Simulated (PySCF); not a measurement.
# CH9NSiSn: the cost of one run

Computed with PySCF 2.14.0 and routines of our own; the level stands in each step. Atoms count from 0.

### Step 1. The starting structure

13 atoms, charge 0, multiplicity 1; geometry from: GFN2-xTB.

### Step 2. Optimising the geometry at PBE0-D3(BJ)/def2-SVP

Job settings and geometry (Å):

```
{"job": {"xc": "PBE0", "basis": "def2-SVP", "d3": "d3bj", "grid": 1, "maxiter": 30, "shake": 0.01, "kind": "geom"}, "charge": 0, "multiplicity": 1}
N      2.072010     0.771320    -0.481170
Sn     1.091430    -0.964990    -0.210060
C     -1.009560    -0.621880    -0.639160
Si    -1.731780     0.822500     0.331460
H      1.889470     1.229460    -1.392090
H      3.047400     0.782990    -0.345010
H      1.762900    -2.246640    -1.132430
H      1.456660    -1.325040     1.384500
H     -1.080710    -0.437610    -1.681290
H     -1.525890    -1.545310    -0.408620
H     -1.728350     0.514160     1.771730
H     -3.151220     0.931600    -0.102280
H     -1.086530     2.072550     0.032850
```

Started as:

```
OMP_NUM_THREADS=1 python heavy_run.py task.json out
```

This one command runs all jobs of the session in turn.

Q: Estimate the wall time and peak memory of this first job on 1 thread of Intel Xeon Platinum 8259CL at 2.50GHz, shared host.

About 64 s, with a peak of 0.51 GiB.
